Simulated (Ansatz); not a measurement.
**ZrH4 (triplet): wave-function methods side by side, def2-SVP**

An exercise on one series of results from a longer session: the logs are not shown, and one member is left open.

Program: Ansatz 0.2.0, Gaussian basis. Level of theory: def2-SVP, core rule «outside noble gas», up to 4 orbitals frozen. These are calculated values, not measurements.

Plan: UHF; CCSD(T) on ROHF; CCSD(T) on UHF; CISD as a restricted active space (open shells left free, so some higher excitations enter); CCSDT(Q) on ROHF; CCSDT(Q) on UHF.

20 further runs of the same task are left out: 11 for a known fault of the program, 3 that didn't finish, 6 set aside as unsound or not needed. Runs told in other sessions of the task aren't counted.

**The geometry**

The geometry is a PBE0/def2-TZVP stationary point (not a proven minimum) of the parent state, kept for this charge and spin. No spin-orbit coupling is included. Elements past krypton take def2 core potentials.

5 atoms, charge 0, spin multiplicity 3.

Atoms are counted from 1 here; the program's logs count them from 0.

Bond lengths: Zr1–H2 1.844 Å, Zr1–H3 1.844 Å, Zr1–H4 1.844 Å, Zr1–H5 1.844 Å. Angles: H2–Zr1–H3 109.5°, H2–Zr1–H4 109.5°, H2–Zr1–H5 109.5°, H3–Zr1–H4 109.5°, H3–Zr1–H5 109.5°, H4–Zr1–H5 109.5°.

Geometry (Å):

```
Zr    0.0000    0.0000    0.0000
H     1.0630    1.0663    1.0643
H    -1.0668   -1.0621    1.0647
H    -1.0623    1.0628   -1.0685
H     1.0661   -1.0670   -1.0605
```

The first run:

in.yaml reads:

```yaml
crystal:
  periodic: [false, false, false]
  atoms:
    - {symbol: Zr, position_ang: [0.000000, 0.000000, 0.000000]}
    - {symbol: H, position_ang: [1.062984, 1.066304, 1.064342]}
    - {symbol: H, position_ang: [-1.066778, -1.062111, 1.064739]}
    - {symbol: H, position_ang: [-1.062307, 1.062780, -1.068534]}
    - {symbol: H, position_ang: [1.066101, -1.066973, -1.060547]}
basis:
  gaussian: {orbitals: def2-SVP}
magnetization: {spin_polarized: true, initial_magnetization: 2}
hamiltonian: {xc: hf}
output: {orbitals: {seedname: orbitals}}
```

The run is started by

```console
> ansatz run in.yaml --threads 1 --pin off --events-out ev --progress --plain --max-ram 2393MiB
```

Steps of the session up to this table: UHF; CCSD(T) on ROHF; CCSD(T) on UHF; CISD as a restricted active space (open shells left free, so some higher excitations enter); CCSDT(Q) on ROHF; CCSDT(Q) on UHF.

One table of the session follows, with a row left open; its other results are not shown here.

```
   method  from RCCSDT(Q) (meV)
     RMP2               +1015.0
     UMP2               +1025.3
    RCCSD                +156.5
    UCCSD                +120.7
 RCCSD(T)                 +48.8
 UCCSD(T)                     ?
   RCCSDT                  +5.3
   UCCSDT                 -20.0
RCCSDT(Q)                     0
UCCSDT(Q)                 -24.6
```

**Question.** Estimate the row for UCCSD(T).

The run gave: from RCCSDT(Q) (meV): +20.9. In the column «from RCCSDT(Q) (meV)» it lies between RCCSDT (+5.3) and RCCSD(T) (+48.8).

Not comparable, so not listed: CISD as a restricted active space (open shells left free, so some higher excitations enter) (they don't share determinant, frozen orbitals or solution with the rows shown, or repeat one).

Left out of the table: ROHF, UHF (another determinant or state than the rows shown).

Limits of these values: The report flags that the cluster equations may have other roots. The program flags RCCSD(T), UCCSD(T), RCCSDT(Q), UCCSDT(Q) as in doubt, so the zero of the table is itself unsure. Warnings: coupled cluster took another determinant than the lowest. Restricted and unrestricted rows rest on different reference determinants; a gap between their highest levels can come from leftover correlation error, from unlike frozen cores or from another state.
